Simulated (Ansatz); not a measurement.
# CH₃F₃OSi: a ladder of functionals and wavefunction methods

The task here is to estimate one member of a computed series from the others.

Program: Ansatz 0.2.0, Gaussian basis. Level of theory: functionals in def2-TZVPP, the program's frozen cores in correlated methods. These are calculated values, not measurements.

Levels to be run: LDA (SPW92), PBE-D4, revPBE-D4, BLYP-D4, r2SCAN-D4, B97M-V, PBE0-D4, B3LYP-D4, r2SCANh-D4, r2SCAN0-D4, HSE06-D4, BHLYP-D4, CAM-B3LYP-D4, LC-ωPBE, ωB97X-V, ωB97M-V, B2PLYP, PBE-QIDH; CCSD(T)/def2-SVP; CCSD(T)/def2-TZVPP; MP2/def2-QZVPP; extrapolation to the limit; RPA on PBE.

### The geometry

An earlier PBE0-D4 in a triple-zeta def2 set relaxation fixed the geometry.

9 atoms, charge 0, spin multiplicity 1.

Atoms are counted from 1 here; the program's logs count them from 0.

Bond lengths: C1–O2 1.417 Å, C1–H7 1.089 Å, C1–H8 1.093 Å, C1–H9 1.093 Å, O2–Si3 1.596 Å, Si3–F4 1.574 Å, Si3–F5 1.566 Å, Si3–F6 1.574 Å. Angles: O2–C1–H7 107.6°, O2–C1–H8 110.9°, O2–C1–H9 111.0°, H7–C1–H8 109.0°, H7–C1–H9 109.0°, H8–C1–H9 109.3°, C1–O2–Si3 127.0°, O2–Si3–F4 112.2°, O2–Si3–F5 108.3°, O2–Si3–F6 112.2°, F4–Si3–F5 108.7°, F4–Si3–F6 106.7°, F5–Si3–F6 108.7°.

As a file:

```
C     0.2133   -1.1321    0.8013
O     0.7327   -0.1455   -0.0732
Si   -0.0762    1.0400   -0.7721
F    -1.2280    0.5070   -1.7024
F     0.9245    1.8736   -1.6415
F    -0.7512    1.9986    0.2774
H     1.0391   -1.7776    1.0982
H    -0.5475   -1.7362    0.3005
H    -0.2184   -0.6740    1.6948
```

Set-up of the first run:

Contents of in.yaml:

```yaml
crystal:
  periodic: [false, false, false]
  atoms:
    - {symbol: C, position_ang: [0.213319, -1.132090, 0.801293]}
    - {symbol: O, position_ang: [0.732731, -0.145525, -0.073242]}
    - {symbol: Si, position_ang: [-0.076173, 1.039994, -0.772130]}
    - {symbol: F, position_ang: [-1.227950, 0.506993, -1.702391]}
    - {symbol: F, position_ang: [0.924501, 1.873553, -1.641487]}
    - {symbol: F, position_ang: [-0.751167, 1.998593, 0.277445]}
    - {symbol: H, position_ang: [1.039137, -1.777566, 1.098204]}
    - {symbol: H, position_ang: [-0.547468, -1.736229, 0.300478]}
    - {symbol: H, position_ang: [-0.218431, -0.674026, 1.694829]}
basis:
  gaussian: {orbitals: def2-TZVPP}
hamiltonian: {xc: lda}
output: {orbitals: {seedname: orbitals}}
```

Launch:

```
ansatz run in.yaml --threads 4 --pin off --events-out ev --progress --plain --max-ram 10444MiB
```

Among the steps run: LDA; PBE-D4 (GGA); revPBE-D4 (GGA); BLYP-D4 (GGA); r2SCAN-D4 (meta-GGA); B97M-V (meta-GGA); B3LYP-D4 (hybrid); r2SCANh-D4 (hybrid); r2SCAN0-D4 (hybrid); HSE06-D4 (hybrid); BHLYP-D4 (hybrid); CAM-B3LYP-D4 (range-separated); LC-ωPBE (range-separated); ωB97X-V (range-separated); ωB97M-V (range-separated); B2PLYP (double hybrid); PBE-QIDH (double hybrid).

One table of the session follows, with a row left open; its other results are not shown here.

It belongs to the step «Orbital energies across the functionals». 

| functional | HOMO (eV) | LUMO (eV) | gap (eV) |
| --- | --- | --- | --- |
| LDA (SPW92) | -7.91 | -0.55 | 7.36 |
| PBE-D4 | -7.74 | -0.22 | 7.52 |
| revPBE-D4 | -7.67 | -0.05 | 7.63 |
| BLYP-D4 | -7.65 | -0.20 | 7.46 |
| r2SCAN-D4 | -8.11 | 0.37 | 8.48 |
| B97M-V | -8.22 | 0.09 | 8.31 |
| PBE0-D4 | -9.42 | 0.77 | 10.19 |
| B3LYP-D4 | -9.17 | 0.41 | 9.58 |
| r2SCANh-D4 | -8.74 | 0.69 | 9.43 |
| r2SCAN0-D4 | ? | ? | ? |
| HSE06-D4 | -9.01 | 0.39 | 9.41 |
| BHLYP-D4 | -11.05 | 1.52 | 12.57 |
| CAM-B3LYP-D4 | -10.93 | 1.62 | 12.55 |
| LC-ωPBE | -12.29 | 3.05 | 15.34 |
| ωB97X-V | -11.94 | 2.81 | 14.75 |
| ωB97M-V | -11.85 | 2.42 | 14.27 |

Estimate the missing values for r2SCAN0-D4.

Worked estimate for «HOMO (eV)». Against the share of exact exchange, r2SCAN-D4 (0, -8.11), r2SCANh-D4 (0.1, -8.74) give a slope of -6.30 per unit share; at 0.25 the line stands at -9.68.

As computed: HOMO (eV): -9.68; LUMO (eV): 1.15; gap (eV): 10.83. In «HOMO (eV)» the line misses by 0.00.
